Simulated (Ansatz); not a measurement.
# C₂H₄BCl: ionisation energy by level of theory

An exercise on one series of results from a longer session: the logs are not shown, and one member is left open.

The runs use Ansatz 0.2.0, Gaussian basis; unrestricted cation, the program's frozen cores in correlated methods.

Plan: UKS PBE-D4/def2-TZVPP; UKS r2SCAN-D4/def2-TZVPP; UKS PBE0-D4/def2-TZVPP; UKS B3LYP-D4/def2-TZVPP; UKS wB97X-V/def2-TZVPP; UKS wB97M-V/def2-TZVPP; UKS B2PLYP/def2-TZVPP; UHF-CCSD(T)/def2-TZVPP; UHF-CCSD(T)/def2-QZVPP; extrapolation to the limit; then −ε(HOMO) from the neutral's earlier runs with LDA (SPW92), PBE-D4, revPBE-D4, BLYP-D4, r2SCAN-D4, B97M-V, PBE0-D4, B3LYP-D4, r2SCANh-D4, r2SCAN0-D4, HSE06-D4, BHLYP-D4, CAM-B3LYP-D4, LC-ωPBE, ωB97X-V, ωB97M-V.

### The geometry

All runs share one geometry, relaxed beforehand with PBE0-D4 in a triple-zeta def2 set.

8 atoms, charge 0, spin multiplicity 1.

Atoms are counted from 1 here; the program's logs count them from 0.

Bond lengths: C1–C2 1.337 Å, C1–H5 1.086 Å, C1–H6 1.086 Å, C2–B3 1.531 Å, C2–H7 1.088 Å, B3–Cl4 1.750 Å, B3–H8 1.194 Å. Angles: C2–C1–H5 120.9°, C2–C1–H6 122.7°, H5–C1–H6 116.4°, C1–C2–B3 119.9°, C1–C2–H7 118.9°, B3–C2–H7 121.2°, C2–B3–Cl4 121.0°, C2–B3–H8 121.9°, Cl4–B3–H8 117.1°.

Coordinates:

```xyz
8

C     0.3574    1.2199   -0.2600
C     0.3538    0.0577    0.4011
B    -0.5286   -1.0944   -0.0864
Cl   -0.5551   -2.6276    0.7566
H    -0.2597    1.3604   -1.1428
H     0.9651    2.0670    0.0449
H     0.9840   -0.0487    1.2813
H    -1.2250   -0.9915   -1.0504
```

Set-up of the first run:

in.yaml

```yaml
crystal:
  periodic: [false, false, false]
  atoms:
    - {symbol: C, position_ang: [0.357384, 1.219885, -0.260015]}
    - {symbol: C, position_ang: [0.353830, 0.057742, 0.401073]}
    - {symbol: B, position_ang: [-0.528596, -1.094427, -0.086371]}
    - {symbol: Cl, position_ang: [-0.555083, -2.627580, 0.756600]}
    - {symbol: H, position_ang: [-0.259665, 1.360408, -1.142835]}
    - {symbol: H, position_ang: [0.965146, 2.066964, 0.044875]}
    - {symbol: H, position_ang: [0.984048, -0.048737, 1.281311]}
    - {symbol: H, position_ang: [-1.224963, -0.991453, -1.050437]}
basis:
  gaussian: {orbitals: def2-TZVPP}
total_charge: 1
magnetization: {spin_polarized: true, initial_magnetization: 1}
hamiltonian: {xc: pbe, dispersion: d4}
```

On the command line:

```sh
ansatz run in.yaml --threads 2 --pin off --events-out ev --progress --plain --max-ram 32768MiB --backend cpu
```

Among the steps run: Cation, UKS PBE-D4/def2-TZVPP; Cation, UKS r2SCAN-D4/def2-TZVPP; Cation, UKS PBE0-D4/def2-TZVPP; Cation, UKS B3LYP-D4/def2-TZVPP; Cation, UKS wB97X-V/def2-TZVPP; Cation, UKS wB97M-V/def2-TZVPP; Cation, UKS B2PLYP (frozen core)/def2-TZVPP; Cation, UHF-CCSD(T)/def2-TZVPP; Cation, UHF-CCSD(T)/def2-QZVPP.

One of the session's tables, all rows but one given; the rest of the session is left out.

Orbital estimates, from the neutral's runs:

| functional | −ε(HOMO) (eV) |
| --- | --- |
| LDA (SPW92) | 7.17 |
| PBE-D4 | 7.07 |
| revPBE-D4 | 7.02 |
| BLYP-D4 | 6.95 |
| r2SCAN-D4 | 7.38 |
| B97M-V | ? |
| PBE0-D4 | 8.46 |
| B3LYP-D4 | 8.22 |
| r2SCANh-D4 | 7.89 |
| r2SCAN0-D4 | 8.66 |
| HSE06-D4 | 8.05 |
| BHLYP-D4 | 9.41 |
| CAM-B3LYP-D4 | 9.79 |
| LC-ωPBE | 11.22 |
| ωB97X-V | 10.80 |
| ωB97M-V | 10.69 |

Q: Estimate the row for B97M-V from the others.

As computed: −ε(HOMO) (eV): 7.48. In the column «−ε(HOMO) (eV)» it lies between r2SCAN-D4 (7.38) and r2SCANh-D4 (7.89).
